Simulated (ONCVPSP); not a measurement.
**An ONCV potential for fluorine, from input to tests**

Do these settings give a usable potential? It is generated, then checked for transferability, scattering, ghosts and hardness.

Method: ONCVPSP 4.0.1.1 (patched build), PBE, scalar-relativistic.

15 further runs of the same task are left out: 1 that didn't finish, 14 set aside as unsound or not needed.

## Step 1: The design

The settings as typed:

```
element                 : fluorine (F, Z = 9)
type                    : optimised norm-conserving Vanderbilt (ONCV)
frozen core             : [He]
valence charge          : 7
reference configuration : 2s2 2p5
partial waves           : 2s: rc 0.80 bohr, ncon 4, nbas 8, qcut 8.2 1/bohr, 3 projectors, debl 1.9 Ha; 2p: rc 1.25 bohr, ncon 4, nbas 7, qcut 11.1 1/bohr, 2 projectors, debl 2.8 Ha; d scattering state at 0.18 Ha: rc 1.25 bohr, ncon 4, nbas 7, qcut 8.6 1/bohr, 3 projectors, debl 0.7 Ha
local potential         : polynomial inside 0.60 bohr (lpopt 5, dvloc0 6 Ha)
core correction         : not asked for
```

An earlier all-electron run gives the scale for the radii.

All-electron outer shells of the reference configuration (PBE, scalar-relativistic, ld1.x):

```tsv
shell	level (eV)	outermost node (bohr)	outermost maximum (bohr)
1s	-663.37	–	0.11
2s	-29.90	0.24	0.76
2p	-11.11	–	0.71
```

## Step 2: Generating the potential

Contents of F.dat:

```
# ATOM AND REFERENCE CONFIGURATION
# atsym  z   nc   nv     iexc    psfile
  F 9.00    1    2        4      upf
#
#   n    l    f
    1    0    2.00
    2    0    2.00
    2    1    5.00
#
# PSEUDOPOTENTIAL AND OPTIMIZATION
# lmax
    2
#
#   l,   rc,      ep,       ncon, nbas, qcut
    0    0.80    0.00    4    8    8.20
    1    1.25    0.00    4    7   11.10
    2    1.25    0.18    4    7    8.60
#
# LOCAL POTENTIAL
# lloc, lpopt,  rc(5),   dvloc0
    4    5    0.60    6.00
#
# VANDERBILT-KLEINMAN-BYLANDER PROJECTORs
# l, nproj, debl
    0    3    1.90
    1    2    2.80
    2    3    0.70
#
# MODEL CORE CHARGE
# icmod, fcfact, rcfact
    0    0.00    0.00
#
# LOG DERIVATIVE ANALYSIS
# epsh1, epsh2, depsh
   -3.00    5.00    0.02
#
# OUTPUT GRID
# rlmax, drl
    6.00    0.01
#
# TEST CONFIGURATIONS
# ncnf
    4
# nvcnf
#   n    l    f
    2
    2    0    2.00
    2    1    4.00
#
    2
    2    0    2.00
    2    1    3.00
#
    2
    2    0    2.00
    2    1    2.00
#
    2
    2    0    2.00
    2    1    4.50
#
```

The run is started by

```
$ oncvpsp.x < F.dat > F.out
```

The output, F.out (without the consistency checks and plot data):

```text
ONCVPSP  (Optimized Norm-Conservinng Vanderbilt PSeudopotential)
scalar-relativistic version 4.0.1.1, modified

#   n    l    f        energy (Ha)
    1    0    2.00    -2.4378532E+01
    2    0    2.00    -1.0987895E+00
    2    1    5.00    -4.0834358E-01

Reference configufation results
  iterations    20
  all-electron total energy (Ha)   -9.97443626D+01

Begin loop to  construct optimized pseudo wave functions
and semi-local pseudopoentials for all angular momenta

   Wellstate for l =  0  n =  3
     eigenvalue =   0.8012
     asymptotic potential =   1.3012
     half-point radius =  2.6200

   Wellstate for l =  0  n =  4
     eigenvalue =   2.7012
     asymptotic potential =   3.2012
     half-point radius =  2.7174

Calculating optimized projector #   1

 for l=   0

    Fraction of norm inside rc  0.378830
    Optimizing pswf for qcut=   8.18 a_B^-1,  ecut=  33.48 Ha
    Residual kinetic energy error=  5.18D-03 Ha

    Energy error per electron        Cutoff
         Ha          eV             Ha
         0.01000     0.27211       28.63
         0.00100     0.02721      129.01
         0.00010     0.00272      260.32
         0.00001     0.00027      307.30

Calculating optimized projector #   2

 for l=   0

    Fraction of norm inside rc  0.075107
    Optimizing pswf for qcut=   8.18 a_B^-1,  ecut=  33.48 Ha
    Residual kinetic energy error=  1.66D-03 Ha

    Energy error per electron        Cutoff
         Ha          eV             Ha
         0.01000     0.27211       21.12
         0.00100     0.02721       37.00
         0.00010     0.00272      135.57
         0.00001     0.00027      350.34

Calculating optimized projector #   3

 for l=   0

    Fraction of norm inside rc  0.052619
    Optimizing pswf for qcut=   8.18 a_B^-1,  ecut=  33.48 Ha
    Residual kinetic energy error=  2.18D-03 Ha

    Energy error per electron        Cutoff
         Ha          eV             Ha
         0.01000     0.27211       22.96
         0.00100     0.02721       38.30
         0.00010     0.00272       88.18
         0.00001     0.00027      334.92

   Wellstate for l =  1  n =  4
     eigenvalue =   2.3917
     asymptotic potential =   2.8917
     half-point radius =  3.0909

Calculating optimized projector #   1

 for l=   1

    Fraction of norm inside rc  0.678104
    Optimizing pswf for qcut=  11.11 a_B^-1,  ecut=  61.76 Ha
    Residual kinetic energy error=  1.47D-06 Ha

    Energy error per electron        Cutoff
         Ha          eV             Ha
         0.01000     0.27211       34.05
         0.00100     0.02721       43.57
         0.00010     0.00272       51.05
         0.00001     0.00027       56.92

Calculating optimized projector #   2

 for l=   1

    Fraction of norm inside rc  0.083380
    Optimizing pswf for qcut=  11.11 a_B^-1,  ecut=  61.76 Ha
    Residual kinetic energy error=  7.41D-06 Ha

    Energy error per electron        Cutoff
         Ha          eV             Ha
         0.01000     0.27211       33.59
         0.00100     0.02721       44.91
         0.00010     0.00272       53.51
         0.00001     0.00027       60.77

   Wellstate for l =  2  n =  3
     eigenvalue =   0.1800
     asymptotic potential =   0.6800
     half-point radius = 12.4117

   Wellstate for l =  2  n =  4
     eigenvalue =   0.8800
     asymptotic potential =   1.3800
     half-point radius =  6.1547

   Wellstate for l =  2  n =  5
     eigenvalue =   1.5800
     asymptotic potential =   2.0800
     half-point radius =  5.7934

Calculating optimized projector #   1

 for l=   2

    Fraction of norm inside rc  0.000413
    Optimizing pswf for qcut=   8.60 a_B^-1,  ecut=  37.01 Ha
    Residual kinetic energy error=  3.28D-08 Ha

    Energy error per electron        Cutoff
         Ha          eV             Ha
         0.01000     0.27211        0.41
         0.00100     0.02721        1.13
         0.00010     0.00272        5.37
         0.00001     0.00027       14.37

Calculating optimized projector #   2

 for l=   2

    Fraction of norm inside rc  0.016519
    Optimizing pswf for qcut=   8.60 a_B^-1,  ecut=  37.01 Ha
    Residual kinetic energy error=  1.97D-06 Ha

    Energy error per electron        Cutoff
         Ha          eV             Ha
         0.01000     0.27211        4.06
         0.00100     0.02721       12.03
         0.00010     0.00272       22.51
         0.00001     0.00027       31.64

Calculating optimized projector #   3

 for l=   2

    Fraction of norm inside rc  0.038270
    Optimizing pswf for qcut=   8.60 a_B^-1,  ecut=  37.01 Ha
    Residual kinetic energy error=  8.35D-06 Ha

    Energy error per electron        Cutoff
         Ha          eV             Ha
         0.01000     0.27211        7.77
         0.00100     0.02721       17.76
         0.00010     0.00272       28.08
         0.00001     0.00027       36.44

Construct Vanderbilt / Kleinmman-Bylander projectors

B matrix Hermiticity error, ll=   0
   1   2    1.2750E-04
   1   3   -2.5091E-04
   2   3    6.5423E-05

  Orthonormal projector coefficients -3.4781E+02  1.8306E+01  5.6681E+00

B matrix Hermiticity error, ll=   1
   1   2   -1.4642E-04

  Orthonormal projector coefficients -5.1795E+00 -1.1881E+00

B matrix Hermiticity error, ll=   2
   1   2    1.7871E-07
   1   3   -6.4493E-07
   2   3    2.3770E-06

  Orthonormal projector coefficients -9.6135E+01 -2.4321E+00 -5.1272E-01

Pseudoatom total energy  -23.951852

Diagnostic tests using Vanderbilt-Kleinman-Bylander pseudopotentials
  1 or more projectors used as specified by nproj input data

   l    rcore       rmatch      e in        delta e   norm test  slope test

   0   0.8037126   0.8281151  -1.0987895  -0.0000260   1.0000614   1.0001706
   0   0.8037126   0.8281151   0.8012105   0.0000201   1.0002250   1.0002250
   0   0.8037126   0.8281151   2.7012105   0.0000283   1.0003127   1.0003127

   1   1.2512710   1.2892623  -0.4083436  -0.0000054   1.0000470   1.0000602
   1   1.2512710   1.2892623   2.3916564   0.0000260   1.0001504   1.0001504

   2   1.2512710   1.2892623   0.1800000   0.0000387   1.0000463   1.0000463
   2   1.2512710   1.2892623   0.8800000   0.0000355   1.0000607   1.0000607
   2   1.2512710   1.2892623   1.5800000   0.0000364   1.0000807   1.0000807

 Testing for bound ghosts
   n   l    E NL Schr. Eq   E Basis Diag.   E Cutoff

       0                      -50.267749    537.40  WARNING - GHOST(-)
   1   0       -1.098816       -1.050627    537.40

   2   1       -0.408349       -0.401260    141.71

       2                       -1.825828    217.57  WARNING - GHOST(-)

 Testing for highly-localized positive-energy ghosts
       l    <radius>/rc     E Basis Diag.   E Cutoff

Test configuration 0

   n   l     f        eae           eps        diff
   1   0  2.0000  -24.37853201
   2   0  2.0000   -1.09878951   -1.09881551   -2.60D-05
   2   1  5.0000   -0.40834358   -0.40834894   -5.36D-06

    Total energies and differences
      AE_ref= -9.97443626D+01  AE_tst= -9.97443626D+01  dif=  0.00D+00
      PS_ref= -2.39518521D+01  PS_tst= -2.39518521D+01  dif= -2.49D-14
      PSP excitation error=  2.49D-14

Test configuration 1

   n   l     f        eae           eps        diff
   1   0  2.0000  -25.14104769
   2   0  2.0000   -1.74146106   -1.74200049   -5.39D-04
   2   1  4.0000   -1.04032161   -1.03862579    1.70D-03

    Total energies and differences
      AE_ref= -9.97443626D+01  AE_tst= -9.90317940D+01  dif=  7.13D-01
      PS_ref= -2.39518521D+01  PS_tst= -2.32398409D+01  dif=  7.12D-01
      PSP excitation error=  5.57D-04

Test configuration 2

   n   l     f        eae           eps        diff
   1   0  2.0000  -26.10145694
   2   0  2.0000   -2.49865894   -2.49825362    4.05D-04
   2   1  3.0000   -1.80083139   -1.79287085    7.96D-03

    Total energies and differences
      AE_ref= -9.97443626D+01  AE_tst= -9.76211871D+01  dif=  2.12D+00
      PS_ref= -2.39518521D+01  PS_tst= -2.18334645D+01  dif=  2.12D+00
      PSP excitation error=  4.79D-03

Test configuration 3

   n   l     f        eae           eps        diff
   1   0  2.0000  -27.24451375
   2   0  2.0000   -3.35182559   -3.34682107    5.00D-03
   2   1  2.0000   -2.67390524   -2.65098433    2.29D-02

    Total energies and differences
      AE_ref= -9.97443626D+01  AE_tst= -9.53928083D+01  dif=  4.35D+00
      PS_ref= -2.39518521D+01  PS_tst= -1.96195035D+01  dif=  4.33D+00
      PSP excitation error=  1.92D-02

Test configuration 4

   n   l     f        eae           eps        diff
   1   0  2.0000  -24.73357002
   2   0  2.0000   -1.40406893   -1.40442542   -3.56D-04
   2   1  4.5000   -0.70677430   -0.70629295    4.81D-04

    Total energies and differences
      AE_ref= -9.97443626D+01  AE_tst= -9.94671589D+01  dif=  2.77D-01
      PS_ref= -2.39518521D+01  PS_tst= -2.36747241D+01  dif=  2.77D-01
      PSP excitation error=  7.56D-05
```

It took 2.9 s on 1 thread of Intel Xeon 6975P-C, shared host.

All-electron and pseudo partial waves u(r) = r·R(r), from the program's wave files:

| r (bohr) | 2p AE | 2p PS | 2s AE | 2s PS |
| --- | --- | --- | --- | --- |
| 0.062 | 0.0627 | 0.0256 | -0.4193 | 0.0861 |
| 0.125 | 0.1957 | 0.1003 | -0.4132 | 0.1750 |
| 0.188 | 0.3457 | 0.2143 | -0.2210 | 0.2685 |
| 0.250 | 0.4849 | 0.3508 | 0.0269 | 0.3685 |
| 0.312 | 0.6052 | 0.4958 | 0.2730 | 0.4756 |
| 0.375 | 0.7048 | 0.6362 | 0.4936 | 0.5854 |
| 0.438 | 0.7820 | 0.7572 | 0.6740 | 0.6910 |
| 0.500 | 0.8374 | 0.8491 | 0.8103 | 0.7904 |
| 0.562 | 0.8747 | 0.9113 | 0.9088 | 0.8832 |
| 0.625 | 0.8968 | 0.9455 | 0.9746 | 0.9602 |
| 0.688 | 0.9056 | 0.9548 | 1.0116 | 1.0078 |
| 0.750 | 0.9038 | 0.9459 | 1.0252 | 1.0249 |
| 0.812 | 0.8940 | 0.9253 | 1.0210 | 1.0210 |
| 0.875 | 0.8775 | 0.8977 | 1.0028 | 1.0027 |
| 0.938 | 0.8562 | 0.8672 | 0.9740 | 0.9740 |
| 1.000 | 0.8317 | 0.8367 | 0.9383 | 0.9383 |
| 1.062 | 0.8048 | 0.8065 | 0.8977 | 0.8976 |
| 1.125 | 0.7758 | 0.7761 | 0.8531 | 0.8531 |
| 1.188 | 0.7458 | 0.7458 | 0.8067 | 0.8067 |
| 1.250 | 0.7158 | 0.7158 | 0.7605 | 0.7604 |
| 1.312 | 0.6858 | 0.6857 | 0.7144 | 0.7144 |
| 1.375 | 0.6554 | 0.6554 | 0.6684 | 0.6684 |
| 1.438 | 0.6256 | 0.6256 | 0.6238 | 0.6238 |
| 1.500 | 0.5969 | 0.5968 | 0.5815 | 0.5815 |
| 1.562 | 0.5689 | 0.5689 | 0.5411 | 0.5411 |
| 1.625 | 0.5414 | 0.5413 | 0.5020 | 0.5020 |

## Step 3: The configuration tests of the same run

The tests as a table, with energies relative to 2s2 2p5.

| valence configuration | charge | ΔE all-electron (eV) | error AE − PS (meV) |
| --- | --- | --- | --- |
| 2s2 2p4 | +1 | 19.390 | +15 |
| 2s2 2p3 | +2 | 57.775 | +130 |
| 2s2 2p2 | +3 | 118.412 | +522 |
| 2s2 2p4.5 | +0.5 | 7.543 | +2.1 |

## Step 4: Does it scatter like the atom?

Taken from the files of the generation run. The phase is arctan(r·R′/R) of the radial function R, unwrapped, with energies in Ha. A pole is an energy at which the radial function vanishes at the test radius. The pseudo phase is shifted by a multiple of π to meet the all-electron one at the reference energy. Levels narrower than the energy grid can be missing from the poles. The last column is the largest difference on the grid between −0.5 and +0.5 Ha.

| channel | radius (bohr) | reference (Ha) | poles AE | poles PS | window around the reference with phases within 0.05 rad (Ha) | largest difference near zero (rad) |
| --- | --- | --- | --- | --- | --- | --- |
| s | 0.81 | -1.10 | none | none | the whole range | 0.000 |
| p | 1.27 | -0.41 | 0.76 | 0.76 | the whole range | 0.000 |
| d | 1.27 | 0.18 | none | -1.84 | above -1.8 | 0.000 |

Phases (rad) along the scan:

| E (Ha) | s AE | s PS | d AE | d PS |
| --- | --- | --- | --- | --- |
| -2.98 | -0.185 | -0.185 | 1.208 | 4.350 |
| -2.54 | -0.369 | -0.369 | 1.183 | 4.325 |
| -2.10 | -0.541 | -0.541 | 1.153 | 4.295 |
| -1.66 | -0.694 | -0.694 | 1.116 | 1.116 |
| -1.22 | -0.825 | -0.825 | 1.070 | 1.070 |
| -0.78 | -0.935 | -0.935 | 1.011 | 1.011 |
| -0.34 | -1.027 | -1.027 | 0.934 | 0.934 |
| 0.10 | -1.105 | -1.105 | 0.827 | 0.827 |
| 0.54 | -1.170 | -1.170 | 0.677 | 0.677 |
| 0.98 | -1.225 | -1.225 | 0.459 | 0.459 |
| 1.42 | -1.273 | -1.273 | 0.153 | 0.153 |
| 1.86 | -1.315 | -1.315 | -0.220 | -0.220 |
| 2.30 | -1.351 | -1.351 | -0.576 | -0.576 |
| 2.74 | -1.384 | -1.384 | -0.850 | -0.850 |
| 3.18 | -1.413 | -1.413 | -1.043 | -1.043 |
| 3.62 | -1.439 | -1.439 | -1.177 | -1.177 |
| 4.06 | -1.463 | -1.463 | -1.274 | -1.274 |
| 4.50 | -1.485 | -1.485 | -1.348 | -1.348 |
| 4.94 | -1.505 | -1.505 | -1.406 | -1.406 |

## Step 5: Plane-wave cutoff and ghosts

From the same output: the cutoffs (Ha) at which the residual kinetic energy of the hardest occupied pseudo-wave falls to 1 and 0.1 mHa per electron are 129 Ha and 260 Ha.

The program's own ghost test: GHOST(-) flagged for s at -1367.9 eV, d at -49.7 eV; no localised positive-energy state flagged.

Cutoff (Ha) at which the first wave of each channel reaches a given error (Ha per electron):

| error | s | p | d |
| --- | --- | --- | --- |
| 1.0e-02 | 28.6 | 34.0 | 0.4 |
| 3.2e-03 | 39.0 | 39.1 | 0.7 |
| 1.0e-03 | 129.0 | 43.6 | 1.1 |
| 3.2e-04 | 231.8 | 47.5 | 2.6 |
| 1.0e-04 | 260.3 | 51.1 | 5.4 |
| 3.2e-05 | 280.4 | 54.1 | 9.4 |
| 1.0e-05 | 307.3 | 56.9 | 14.4 |

## Step 6: What came out

| quantity | value |
| --- | --- |
| cutoffs for 1 and 0.1 mHa per electron, occupied waves | 129 Ha and 260 Ha |
| bound ghosts | s at -1367.86 eV, d at -49.68 eV |
| GHOST(+) flags | none at low energy |
| largest test error (AE − PS) | +522 meV, for 2s2 2p2 |
| largest phase difference near zero energy, channels read | 0.000 rad |

In words: It has a bound ghost (s, d), a state that the atom doesn't have, and that rules the file out. The worst unpolarised test, 2s2 2p2, is off by 522 meV on 118.4 eV; by total energies transferability rates as poor. That test lies far up in energy; among those under 40 eV, nearer to bonding, the largest error is 15 meV. It counts as very hard, with 129 Ha needed at the looser tolerance. At the looser tolerance the 2s wave is the slowest; 2p needs 44 Ha. Near zero energy the phases of the channels with partial waves agree within 0.001 rad. The pseudo curves have a pole with no partner nearby in the atom's: d at -1.84 Ha. These are tests on the free atom; a crystal test is still owed.
